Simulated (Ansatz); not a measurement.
Debugging a single point in a Gaussian basis of C2H6BBrO2, SMILES COB(Br)OC (the Python package of Ansatz (0.2.0)).

The script, `c2h6bbro2_energy.py`:
```python
# -*- coding: utf-8 -*-
from pathlib import Path
import json

import ansatz as az
import numpy as np

BASIS = "cc-pVDZ"
XC = "pbe0"
DISPERSION = "d4"

system = (
    az.Crystal.molecule()
    .atom("C", [3.8841, -0.8999, 0.7967])
    .atom("O", [1.6104, 0.0461, 1.8018])
    .atom("B", [0.1334, 1.182, -0.2655])
    .atom("Br", [0.5476, 4.8522, -1.0902])
    .atom("O", [-1.648, -0.3789, -1.727])
    .atom("C", [-4.02, -0.305, -0.5259])
    .atom("H", [3.5347, -2.4192, -0.6206])
    .atom("H", [4.9903, -1.7565, 2.358])
    .atom("H", [5.0667, 0.6346, -0.0306])
    .atom("H", [-3.934, -1.1187, 1.4154])
    .atom("H", [-5.3562, -1.4845, -1.6299])
    .atom("H", [-4.8091, 1.6478, -0.4823])
)

job = (
    system.calculation()
    .basis(gaussian=BASIS)
    .functional(XC, dispersion=DISPERSION)
    .forces()
    .orbitals()
)
res = job.run(runs_dir="runs")
data = res.report

print(f"E = {data['free_energy_ev']:.6f} eV = {data['free_energy_ev'] / 27.211386246:.7f} Ha")
print("converged:", data["converged"], " doubts:", data["published_state_doubts"] or "none")

state = data["mean_field"]["state"]
print(f"mean field: {state['energy']['hartree']:.7f} Ha, <S^2> = {abs(state['spin_squared']):.4f}, stability: {state.get('stability', {}).get('kind')}")

symbols = [site.symbol for site in system.cartesian_sites]
print("forces (eV/A)")
for symbol, f in zip(symbols, data["forces_ev_ang"]):
    print(f"  {symbol:2s} {f[0]:9.4f} {f[1]:9.4f} {f[2]:9.4f}")

charges = data["charge_distribution"]
dipole = np.array(charges["dipole_moment_e_ang"]) * 4.803205
print("dipole (D): {:.3f} {:.3f} {:.3f}, length {:.3f}".format(*dipole, np.linalg.norm(dipole)))
print("atom  Mulliken   Lowdin")
for symbol, m, l in zip(symbols, charges["mulliken_charges_e"], charges["lowdin_charges_e"]):
    print(f"{symbol:4s} {m:9.3f} {l:8.3f}")

lines = Path(data["orbitals_path"]).read_text().splitlines()
field_of = lambda key: [line.split("=")[1].strip() for line in lines if line.startswith(key)]
orbitals = [(27.211386 * float(e), s, float(n)) for e, s, n in zip(field_of("Ene="), field_of("Spin="), field_of("Occup="))]
homo = max(e for e, _, n in orbitals if n > 0.5)
lumo = min(e for e, _, n in orbitals if n < 0.5)
for e, spin, n in sorted(orbitals):
    if homo - 10 < e < lumo + 5:
        print(f"{spin:6s} {e:10.3f} eV  occupation {n:.0f}")
with open("c2h6bbro2.json", "w") as handle:
    json.dump({k: data[k] for k in ("free_energy_ev", "reference_energy_ev", "n_occupied", "n_virtual")}, handle, indent=1)
```

Output of `python c2h6bbro2_energy.py`:
```text
E = -76926.119536 eV = -2826.9827505 Ha
converged: True  doubts: none
mean field: -2826.9778778 Ha, <S^2> = 0.0000, stability: minimum
forces (eV/A)
  C     1.1574   -0.5366   -0.1994
  O     1.0263   -0.1034   -2.0820
  B    -0.1162   -1.0306    0.2315
  Br   -0.0815   -0.7222    0.1623
  O    -0.9245    1.0064    1.8793
  C    -1.2342   -0.1423    0.3516
  H     0.4127    2.2638    2.0698
  H    -1.7615    1.3232   -2.2744
  H    -1.8234   -2.1900    1.2106
  H    -0.0208    1.2076   -2.8503
  H     2.1088    1.7523    1.5835
  H     1.2571   -2.8281   -0.0826
dipole (D): -0.489 -4.332 0.973, length 4.466
atom  Mulliken   Lowdin
C       -0.081   -0.089
O       -0.242   -0.183
B        0.392    0.290
Br      -0.245   -0.227
O       -0.242   -0.183
C       -0.081   -0.089
H        0.079    0.077
H        0.085    0.081
H        0.085    0.082
H        0.079    0.077
H        0.085    0.081
H        0.085    0.082
Alpha     -16.551 eV  occupation 2
Alpha     -16.551 eV  occupation 2
Alpha     -12.749 eV  occupation 2
Alpha      -8.860 eV  occupation 2
Alpha      -8.856 eV  occupation 2
Alpha      -8.814 eV  occupation 2
Alpha      -8.796 eV  occupation 2
Alpha      -8.349 eV  occupation 2
Alpha      -8.260 eV  occupation 2
Alpha      -8.135 eV  occupation 2
Alpha      -8.069 eV  occupation 2
Alpha      -7.895 eV  occupation 2
Alpha      -7.571 eV  occupation 2
Alpha      -7.478 eV  occupation 2
Alpha      -7.464 eV  occupation 2
Alpha      -6.525 eV  occupation 0
Alpha      -5.793 eV  occupation 0
Alpha      -5.754 eV  occupation 0
Alpha      -4.106 eV  occupation 0
Alpha      -3.770 eV  occupation 0
Alpha      -3.654 eV  occupation 0
Alpha      -3.486 eV  occupation 0
Alpha      -3.233 eV  occupation 0
Alpha      -2.969 eV  occupation 0
Alpha      -2.961 eV  occupation 0
Alpha      -2.918 eV  occupation 0
Alpha      -2.918 eV  occupation 0
```

The script ran to its end, but the result can't be trusted. Why?

The fault: lengths in bohr are read as angstrom. The change:

`c2h6bbro2_energy.py`
```python
# -*- coding: utf-8 -*-
from pathlib import Path
import json

import ansatz as az
import numpy as np

BASIS = "cc-pVDZ"
XC = "pbe0"
DISPERSION = "d4"

system = (
    az.Crystal.molecule()
    .atom("C", [2.0554, -0.4762, 0.4216])
    .atom("O", [0.8522, 0.0244, 0.9535])
    .atom("B", [0.0706, 0.6255, -0.1405])
    .atom("Br", [0.2898, 2.5677, -0.5769])
    .atom("O", [-0.8721, -0.2005, -0.9139])
    .atom("C", [-2.1273, -0.1614, -0.2783])
    .atom("H", [1.8705, -1.2802, -0.3284])
    .atom("H", [2.6408, -0.9295, 1.2478])
    .atom("H", [2.6812, 0.3358, -0.0162])
    .atom("H", [-2.0818, -0.592, 0.749])
    .atom("H", [-2.8344, -0.7856, -0.8625])
    .atom("H", [-2.5449, 0.872, -0.2552])
)

job = (
    system.calculation()
    .basis(gaussian=BASIS)
    .functional(XC, dispersion=DISPERSION)
    .forces()
    .orbitals()
)
res = job.run(runs_dir="runs")
data = res.report

print(f"E = {data['free_energy_ev']:.6f} eV = {data['free_energy_ev'] / 27.211386246:.7f} Ha")
print("converged:", data["converged"], " doubts:", data["published_state_doubts"] or "none")

state = data["mean_field"]["state"]
print(f"mean field: {state['energy']['hartree']:.7f} Ha, <S^2> = {abs(state['spin_squared']):.4f}, stability: {state.get('stability', {}).get('kind')}")

symbols = [site.symbol for site in system.cartesian_sites]
print("forces (eV/A)")
for symbol, f in zip(symbols, data["forces_ev_ang"]):
    print(f"  {symbol:2s} {f[0]:9.4f} {f[1]:9.4f} {f[2]:9.4f}")

charges = data["charge_distribution"]
dipole = np.array(charges["dipole_moment_e_ang"]) * 4.803205
print("dipole (D): {:.3f} {:.3f} {:.3f}, length {:.3f}".format(*dipole, np.linalg.norm(dipole)))
print("atom  Mulliken   Lowdin")
for symbol, m, l in zip(symbols, charges["mulliken_charges_e"], charges["lowdin_charges_e"]):
    print(f"{symbol:4s} {m:9.3f} {l:8.3f}")

lines = Path(data["orbitals_path"]).read_text().splitlines()
field_of = lambda key: [line.split("=")[1].strip() for line in lines if line.startswith(key)]
orbitals = [(27.211386 * float(e), s, float(n)) for e, s, n in zip(field_of("Ene="), field_of("Spin="), field_of("Occup="))]
homo = max(e for e, _, n in orbitals if n > 0.5)
lumo = min(e for e, _, n in orbitals if n < 0.5)
for e, spin, n in sorted(orbitals):
    if homo - 10 < e < lumo + 5:
        print(f"{spin:6s} {e:10.3f} eV  occupation {n:.0f}")
with open("c2h6bbro2.json", "w") as handle:
    json.dump({k: data[k] for k in ("free_energy_ev", "reference_energy_ev", "n_occupied", "n_virtual")}, handle, indent=1)
```

After the fix:

`python c2h6bbro2_energy.py` gives:
```text
E = -76974.200503 eV = -2828.7496935 Ha
converged: True  doubts: none
mean field: -2828.7418102 Ha, <S^2> = 0.0000, stability: minimum
forces (eV/A)
  C     0.9723   -0.5257    0.0338
  O    -2.1477    1.7684   -2.6322
  B    -0.2268   -2.0090    0.4510
  Br   -0.1669   -1.4791    0.3324
  O     2.5992    2.2141    1.7371
  C    -1.0666   -0.2672    0.1405
  H     0.1107    0.3325    0.1119
  H    -0.2265    0.1488   -0.1619
  H    -0.1925   -0.2975   -0.0015
  H    -0.0426    0.2676   -0.2438
  H     0.2616    0.1518    0.0957
  H     0.1257   -0.3046    0.1369
dipole (D): -0.105 -0.935 0.210, length 0.964
atom  Mulliken   Lowdin
C        0.045   -0.020
O       -0.279    0.286
B        0.289   -0.901
Br      -0.151    0.313
O       -0.279    0.286
C        0.045   -0.020
H        0.055    0.013
H        0.058    0.006
H        0.052    0.009
H        0.055    0.013
H        0.058    0.006
H        0.052    0.009
Alpha     -15.086 eV  occupation 2
Alpha     -13.881 eV  occupation 2
Alpha     -13.242 eV  occupation 2
Alpha     -13.081 eV  occupation 2
Alpha     -12.539 eV  occupation 2
Alpha     -12.339 eV  occupation 2
Alpha     -11.310 eV  occupation 2
Alpha      -9.769 eV  occupation 2
Alpha      -9.620 eV  occupation 2
Alpha      -8.826 eV  occupation 2
Alpha      -8.537 eV  occupation 2
Alpha      -8.289 eV  occupation 2
Alpha      -7.849 eV  occupation 2
Alpha      -1.035 eV  occupation 0
Alpha       0.962 eV  occupation 0
Alpha       2.314 eV  occupation 0
Alpha       2.635 eV  occupation 0
Alpha       3.286 eV  occupation 0
Alpha       3.474 eV  occupation 0
Alpha       3.737 eV  occupation 0
Alpha       3.776 eV  occupation 0
```

`c2h6bbro2.json`, as written:
```json
{
 "free_energy_ev": -76974.20050295921,
 "reference_energy_ev": -76973.98598856146,
 "n_occupied": [
  37,
  37
 ],
 "n_virtual": [
  90,
  90
 ]
}
```

Reading the output:
- Total energies depend on the basis set; only differences at equal settings carry meaning.
- The geometry is a force-field or estimated start, not a minimum of this method, and the basis set is short of its limit.
- The Löwdin charges here are taken after orthogonalising the functions within each atom; they differ from plain Löwdin charges, and their signs can be unphysical.
- Alpha marks a spatial orbital of a restricted run, filled by both spins.
- Levels such as HOMO and LUMO are orbital energies: with these approximate functionals they aren't the ionisation energy and electron affinity, and their gap isn't the fundamental gap.
- Hardware and time: 7.4 s on 1 thread of Arm Neoverse V2, with other jobs on the host, peak memory 0.38 GiB.

(A comment or docstring line of the script was reworded after the run, the code is as it ran; lines on the test bed's own set-up are left out of the output.)
